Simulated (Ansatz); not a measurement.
# H8InNSi2: the cost of one run

Computed with Ansatz 0.2.0, Gaussian basis. Level: the settings change from run to run.

### 1 The molecule

The structure was relaxed beforehand with PBE0-D4 in a triple-zeta def2 set. In takes a core potential in def2 sets; no spin-orbit term is included.

12 atoms, charge 0, spin multiplicity 1.

Atoms are counted from 1 here; the program's logs count them from 0.

Bond lengths: N1–Si2 1.739 Å, N1–H5 1.009 Å, N1–H6 1.009 Å, Si2–Si3 2.342 Å, Si2–In4 2.593 Å, Si2–H7 1.494 Å, Si3–H8 1.492 Å, Si3–H9 1.488 Å, Si3–H10 1.490 Å, In4–H11 1.735 Å, In4–H12 1.737 Å. Angles: Si2–N1–H5 118.0°, Si2–N1–H6 118.2°, H5–N1–H6 109.7°, N1–Si2–Si3 108.3°, N1–Si2–In4 118.4°, N1–Si2–H7 106.2°, Si3–Si2–In4 108.4°, Si3–Si2–H7 107.6°, In4–Si2–H7 107.4°, Si2–Si3–H8 109.6°, Si2–Si3–H9 113.0°, Si2–Si3–H10 109.3°, H8–Si3–H9 108.1°, H8–Si3–H10 107.6°, H9–Si3–H10 109.1°, Si2–In4–H11 122.3°, Si2–In4–H12 121.5°, H11–In4–H12 116.2°.

### 2 B3LYP5/def2-TZVPD

This run has charge +1, multiplicity 2, relativity set to none, the search for lower states set to light.

in.yaml

```yaml
crystal:
  periodic: [false, false, false]
  atoms:
    - {symbol: N, position_ang: [-2.025349, -0.052752, -0.222953]}
    - {symbol: Si, position_ang: [-0.328372, -0.256719, -0.542777]}
    - {symbol: Si, position_ang: [0.630192, -1.392272, 1.268010]}
    - {symbol: In, position_ang: [1.098086, 1.852570, -1.032513]}
    - {symbol: H, position_ang: [-2.625633, 0.200465, -0.993331]}
    - {symbol: H, position_ang: [-2.296145, 0.461278, 0.601666]}
    - {symbol: H, position_ang: [-0.232669, -1.148627, -1.737248]}
    - {symbol: H, position_ang: [0.470141, -0.581599, 2.509727]}
    - {symbol: H, position_ang: [0.018693, -2.728068, 1.506597]}
    - {symbol: H, position_ang: [2.089900, -1.561706, 1.024778]}
    - {symbol: H, position_ang: [2.751336, 1.755356, -1.548599]}
    - {symbol: H, position_ang: [0.449830, 3.452074, -0.833359]}
basis:
  gaussian: {orbitals: def2-TZVPD}
total_charge: 1
magnetization: {spin_polarized: true, initial_magnetization: 1}
hamiltonian: {xc: {name: B3LYP5}, pseudopotentials: {relativity: none}}
scf: {lower_state_search: light}
```

On the command line:

```sh
$ ansatz run in.yaml --threads 4 --pin off --events-out ev --progress --plain --max-ram 10444MiB
```

Q: Estimate wall time and peak memory on 4 threads of Arm Neoverse V2, shared host.

About 10 s, with a peak of 1.1 GiB.
